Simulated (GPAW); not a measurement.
Runs of GPAW 26.7.0 on NbTe. Symmetry: Pm-3m, No. 221, cubic system. Conventional cell: a = 3.426 Å, b = 3.426 Å, c = 3.426 Å, α = 90.00°, β = 90.00°, γ = 90.00°. Nb (site symmetry m-3m) is surrounded by 8 Te at 2.97 Å. Around Te (site symmetry m-3m) lie 8 Nb at 2.97 Å. The cell was built by a generator and needn't be a form met in nature.

| level | potentials or basis | eigensolver | older calculator (legacy_gpaw) | pressure (GPa) |
| --- | --- | --- | --- | --- |
| PW91 | PAW data sets generated in the run's folder for this functional, pw | - | - | -0.6 |
| PBEsol | PAW data sets generated in the run's folder for this functional, pw | - | - | (a) |
| SCAN | GPAW PAW data sets (gpaw-data 1.2.1), pw | - | - | -4.1 |
| TPSS | GPAW PAW data sets (gpaw-data 1.2.1), pw | davidson | - | -3.0 |

Alike in all rows: task band structure; no spin polarisation; cell as given; k mesh 8 × 8 × 8; cutoff (eV) 600; smearing fermi-dirac 0.05 eV.

**Question.** Estimate the missing entries.

**Answer.** (a) -6.2.

Caveats: the PAW data sets were made with another functional, which shifts forces and pressure a little (some runs).

Runs at the PBE level aren't shown here.
